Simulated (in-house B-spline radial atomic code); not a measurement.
# Ir: excited configurations

How much energy does it take to promote electrons of Ir to other shells? Each configuration is solved by itself and compared with the reference.

Program: in-house B-spline radial atomic code version 1. Level of theory: scalar-relativistic (spin-free one-electron X2C) Hartree-Fock, spin-polarised, average of configuration, Fermi nucleus, basis-set limit. These are calculated values, not measurements, unless marked.

## 1. The system

- element: iridium (Z = 77)
- charge: 0
- electrons: 77
- configuration: [Xe] 4f14 5d7 6s2
- Hamiltonian: scalar-relativistic (X2C)
- nucleus: Fermi, rms radius 5.403 fm

The outer shells:

[Xe] 4f14 5d7 6s2
```
[Xe] core
4f [↑↓][↑↓][↑↓][↑↓][↑↓][↑↓][↑↓]
5d [↑↓][↑↓][↑ ][↑ ][↑ ]
6s [↑↓]
```

Where spins are not typed, each open shell is filled with up spins first.

## 2. Reference run

The run's settings:

```ini
Z = 77
electrons = 77.0
configuration = [Xe] 4f14 5d7 6s2
hamiltonian = x2c
method = hf
spin_polarised = True
nucleus = fermi
rms_radius = 5.4032
mass_number = 193
atomic_mass = 192.962923753
speed_of_light = 137.035999084
```

## 3. Configuration [Xe] 4f13 5d7 6s2 7f1

The settings differ from step 2 so:

```diff
@@ -2,3 +2,3 @@
 electrons = 77.0
-configuration = [Xe] 4f14 5d7 6s2
+configuration = [Xe] 4f13 5d7 6s2 7f1
 hamiltonian = x2c
```

## 4. [Kr] 4d10 4f14 5s2 5p5 5d7 6s2 6p1

The settings differ from step 3 so:

```diff
@@ -2,3 +2,3 @@
 electrons = 77.0
-configuration = [Xe] 4f13 5d7 6s2 7f1
+configuration = [Kr] 4d10 4f14 5s2 5p5 5d7 6s2 6p1
 hamiltonian = x2c
```

## 5. [Xe] 4f14 5d6 6s2 7p1

The settings differ from step 4 so:

```diff
@@ -2,3 +2,3 @@
 electrons = 77.0
-configuration = [Kr] 4d10 4f14 5s2 5p5 5d7 6s2 6p1
+configuration = [Xe] 4f14 5d6 6s2 7p1
 hamiltonian = x2c
```

## 6. Configuration [Xe] 4f13 5d7 6s2 6d1

The settings differ from step 5 so:

```diff
@@ -2,3 +2,3 @@
 electrons = 77.0
-configuration = [Xe] 4f14 5d6 6s2 7p1
+configuration = [Xe] 4f13 5d7 6s2 6d1
 hamiltonian = x2c
```

## 7. Configuration [Kr] 4d9 4f14 5s2 5p6 5d7 6s2 6p1

The settings differ from step 6 so:

```diff
@@ -2,3 +2,3 @@
 electrons = 77.0
-configuration = [Xe] 4f13 5d7 6s2 6d1
+configuration = [Kr] 4d9 4f14 5s2 5p6 5d7 6s2 6p1
 hamiltonian = x2c
```

**Question.** How far above the reference does each configuration lie (order and size, in eV)?

As calculated:

| net move | configuration | 2|M_S|+1 | energy above the reference (eV) | largest <r> (bohr) |
| --- | --- | --- | --- | --- |
| 5d → 7p | [Xe] 4f14 5d6 6s2 7p1 | 6 | 7.282 | 11.7 |
| 5p → 6p | [Kr] 4d10 4f14 5s2 5p5 5d7 6s2 6p1 | 6 | 55.638 | 3.92 |
| 4f → 6d | [Xe] 4f13 5d7 6s2 6d1 | 6 | 68.960 | 10.6 |
| 4f → 7f | [Xe] 4f13 5d7 6s2 7f1 | 6 | 70.089 | 47.9 |
| 4d → 6p | [Kr] 4d9 4f14 5s2 5p6 5d7 6s2 6p1 | 6 | 310.94 | 3.93 |

Quantum defects of the promoted electron, δ = n − ζ/√(−2ε) with ζ = 1 and ε its orbital energy in hartree:

| promotion | δ |
| --- | --- |
| 5d → 7p | 4.147 |
| 4f → 7f | 1.004 |

What this shows: The energies run from 7.282 eV (5d → 7p) to 310.94 eV (4d → 6p). Koopmans' estimate of the ionisation threshold is 7.333 eV; 4 configurations exceed it by over 2 % and could autoionise. Of those tabulated, the defect is largest for 7p (4.15) and least for 7f (1.00): low angular momentum penetrates the core, high angular momentum stays outside it. Two partly filled shells share a symmetry and can mix in the average, which may lower the energy, for: 4d → 6p. The reference has 2|M_S|+1 = 4; 5 of the configurations differ from it in spin. These are spherical averages at the typed spins, without correlation, not spectroscopic levels.
